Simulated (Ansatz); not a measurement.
**C₂H₅ClFGaO: a ladder of functionals and wavefunction methods**

An exercise on one series of results from a longer session: the logs are not shown, and one member is left open.

The runs use Ansatz 0.2.0, Gaussian basis; functionals in def2-TZVPP, the program's frozen cores in correlated methods.

Levels to be run: LDA (SPW92), PBE-D4, revPBE-D4, BLYP-D4, r2SCAN-D4, B97M-V, PBE0-D4, B3LYP-D4, r2SCANh-D4, r2SCAN0-D4, HSE06-D4, BHLYP-D4, CAM-B3LYP-D4, LC-ωPBE, ωB97X-V, ωB97M-V, B2PLYP, PBE-QIDH; CCSD(T)/def2-SVP; CCSD(T)/def2-TZVPP; MP2/def2-QZVPP; extrapolation to the limit; RPA on PBE.

### The relaxed structure

All runs share one geometry, relaxed beforehand with PBE0-D4 in a triple-zeta def2 set.

SMILES `CC[O][Ga]([F])[Cl]`, 11 atoms, charge 0, spin multiplicity 1.

Atoms are counted from 1 here; the program's logs count them from 0.

Bond lengths: C1–C2 1.511 Å, C1–H7 1.093 Å, C1–H8 1.095 Å, C1–H9 1.092 Å, C2–O3 1.420 Å, C2–H10 1.094 Å, C2–H11 1.097 Å, O3–Ga4 1.758 Å, Ga4–F5 1.745 Å, Ga4–Cl6 2.105 Å. Angles: C2–C1–H7 110.6°, C2–C1–H8 110.9°, C2–C1–H9 110.6°, H7–C1–H8 107.5°, H7–C1–H9 108.3°, H8–C1–H9 108.9°, C1–C2–O3 112.3°, C1–C2–H10 110.3°, C1–C2–H11 110.1°, O3–C2–H10 105.8°, O3–C2–H11 110.8°, H10–C2–H11 107.3°, C2–O3–Ga4 121.9°, O3–Ga4–F5 119.4°, O3–Ga4–Cl6 122.1°, F5–Ga4–Cl6 118.5°.

Geometry (Å):

```xyz
11
C2H5ClFGaO
C     0.00216   -1.26045    0.67286
C     0.99824   -0.24613    0.16168
O     0.50049    1.08226    0.23158
Ga   -0.82755    1.62979   -0.78155
F    -1.45339    0.57163   -2.01999
Cl   -1.67077    3.54751   -0.58097
H     0.43991   -2.26198    0.67339
H    -0.88704   -1.28989    0.03517
H    -0.30306   -1.01819    1.69311
H     1.90263   -0.25906    0.77780
H     1.29837   -0.49550   -0.86307
```

The first run:

Contents of in.yaml:

```yaml
crystal:
  periodic: [false, false, false]
  atoms:
    - {symbol: C, position_ang: [0.002164, -1.260449, 0.672856]}
    - {symbol: C, position_ang: [0.998241, -0.246130, 0.161681]}
    - {symbol: O, position_ang: [0.500491, 1.082263, 0.231581]}
    - {symbol: Ga, position_ang: [-0.827547, 1.629788, -0.781549]}
    - {symbol: F, position_ang: [-1.453386, 0.571634, -2.019993]}
    - {symbol: Cl, position_ang: [-1.670770, 3.547513, -0.580974]}
    - {symbol: H, position_ang: [0.439913, -2.261980, 0.673387]}
    - {symbol: H, position_ang: [-0.887039, -1.289891, 0.035172]}
    - {symbol: H, position_ang: [-0.303065, -1.018193, 1.693114]}
    - {symbol: H, position_ang: [1.902626, -0.259058, 0.777805]}
    - {symbol: H, position_ang: [1.298374, -0.495497, -0.863069]}
basis:
  gaussian: {orbitals: def2-TZVPP}
hamiltonian: {xc: lda}
output: {orbitals: {seedname: orbitals}}
```

Command:

```
> ansatz run in.yaml --threads 2 --pin off --events-out ev --progress --plain --max-ram 22528MiB --backend cuda --devices 0, --max-vram 18GiB
```

Among the steps run: LDA; PBE-D4 (GGA); revPBE-D4 (GGA); BLYP-D4 (GGA); r2SCAN-D4 (meta-GGA); B97M-V (meta-GGA); PBE0-D4 (hybrid); B3LYP-D4 (hybrid); r2SCANh-D4 (hybrid); r2SCAN0-D4 (hybrid); HSE06-D4 (hybrid); BHLYP-D4 (hybrid); CAM-B3LYP-D4 (range-separated); LC-ωPBE (range-separated); ωB97X-V (range-separated); ωB97M-V (range-separated); B2PLYP (double hybrid); PBE-QIDH (double hybrid).

One table of the session follows, with a row left open; its other results are not shown here.

It belongs to the step «Frontier levels by functional». 

| functional | HOMO (eV) | LUMO (eV) | gap (eV) |
| --- | --- | --- | --- |
| LDA (SPW92) | -7.21 | -2.76 | 4.45 |
| PBE-D4 | -7.02 | -2.42 | 4.59 |
| revPBE-D4 | -6.94 | -2.27 | 4.67 |
| BLYP-D4 | -6.92 | -2.40 | 4.53 |
| r2SCAN-D4 | -7.34 | -2.13 | 5.21 |
| B97M-V | -7.45 | -2.28 | 5.17 |
| PBE0-D4 | -8.54 | -1.45 | 7.10 |
| B3LYP-D4 | -8.31 | -1.80 | 6.51 |
| r2SCANh-D4 | -7.91 | -1.78 | 6.13 |
| r2SCAN0-D4 | -8.77 | -1.27 | 7.50 |
| HSE06-D4 | -8.13 | -1.82 | 6.32 |
| BHLYP-D4 | -10.03 | -0.55 | 9.48 |
| CAM-B3LYP-D4 | -10.01 | -0.50 | 9.52 |
| LC-ωPBE | -11.35 | 0.90 | 12.25 |
| ωB97X-V | ? | ? | ? |
| ωB97M-V | -10.93 | 0.48 | 11.41 |

Estimate the missing values for ωB97X-V.

**Answer.** HOMO (eV): -11.01; LUMO (eV): 0.69; gap (eV): 11.70. In the column «HOMO (eV)» it lies between LC-ωPBE (-11.35) and ωB97M-V (-10.93).
